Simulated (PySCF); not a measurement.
**[Gd(SH)3]−: other functionals and bases at one geometry**

An exercise on one series of results from a longer session: the logs are not shown, and one member is left open.

Computed with PySCF 2.14.0. Level: several levels, as the steps say, no spin–orbit coupling.

1 further run of the same task is left out (for a known fault of the program).

### Where the work starts

7 atoms, charge -1, spin multiplicity 1.

Bond lengths: Gd1–S2 2.838 Å, Gd1–S4 2.838 Å, Gd1–S6 2.838 Å, S2–H3 1.354 Å, S4–H5 1.354 Å, S6–H7 1.354 Å. Angles: S2–Gd1–S4 120.0°, S2–Gd1–S6 120.0°, S4–Gd1–S6 120.0°, Gd1–S2–H3 93.4°, Gd1–S4–H5 93.4°, Gd1–S6–H7 93.4°.

As a file:

```
Gd    0.0000    0.0000    0.6182
S     2.7907   -0.5158    0.6240
H     3.1160    0.7982    0.5952
S    -0.9486    2.6747    0.6240
H    -2.2492    2.2995    0.5952
S    -1.8421   -2.1589    0.6240
H    -0.8668   -3.0976    0.5952
```

Formal oxidation states: Gd +2. Each metal's 8 4f electrons lie in its core potential, so multiplicities, spins and levels count the valence alone. For divalent La, Ce, Gd or Lu the extra electron is normally 5d or 6s, so this core forces an excited configuration. An earlier session relaxed this geometry at PBE0, Gd lcecp-0-SVP with ECP54, S def2-SVP, H def2-SVP (singlet, point group C3).

At PBE0 on the finer grid: E = -1225.694311 Eh, frontier levels not given, since the 4f levels lie in the core, Mulliken charge on Gd1 +0.41 e, largest force component 0.007 eV/Å. 

Levels to run: TPSS; M06-L; PBE0, TZVP. Hardware: 2 threads of Arm Neoverse N1, shared host.

Set-up of the first run:

Contents of run.py (the lines that set the calculation):

```python
mol = gto.M(atom='''
Gd     0.00000     0.00000     0.61816
S      2.79070    -0.51582     0.62405
H      3.11601     0.79817     0.59516
S     -0.94864     2.67473     0.62405
H     -2.24924     2.29946     0.59516
S     -1.84207    -2.15891     0.62405
H     -0.86677    -3.09763     0.59516''',
    basis={'Gd': 'lcecp-0-SVP', 'S': 'def2-SVP', 'H': 'def2-SVP'},
    ecp={'Gd': 'lcecp-0-SVP'},
    charge=-1, spin=0)
mf = dft.RKS(mol, xc='TPSS')
mf.grids.atom_grid = (75, 302)  # f atoms: unpruned, at least (60, 302)
mf = mf.density_fit()  # fitting sets: Gd AutoAux, S def2-universal-JKFIT, H def2-universal-JKFIT
mf.conv_tol = 1e-08; mf.max_cycle = 55
mf.kernel(dm0)  # dm0: the density of the relaxed state
```

Run with:

```sh
> OMP_NUM_THREADS=2 python run.py
```

Among the steps run: TPSS; M06-L; PBE0, TZVP.

One of the session's tables, all rows but one given; the rest of the session is left out.

```
              level  charge on Gd1 (e)  largest force component (eV/Å)
PBE0 (relaxed here)               0.41                            0.01
               TPSS               0.37                            0.18
              M06-L                  ?                               ?
         PBE0, TZVP               0.97                            0.22
```

**Question.** Estimate the row for M06-L.

**Answer.** charge on Gd1 (e): 0.60; largest force component (eV/Å): 0.21. In the column «charge on Gd1 (e)» it lies between PBE0 (relaxed here) (0.41) and PBE0, TZVP (0.97).

The largest leftover force, 0.22 eV/Å with PBE0, TZVP, stands at a geometry relaxed at another level. With 4f in the core, its levels are missing from HOMO and gap, and its count is fixed, so no charge can pass from the ligands into it. Total energies of different levels can't be compared.
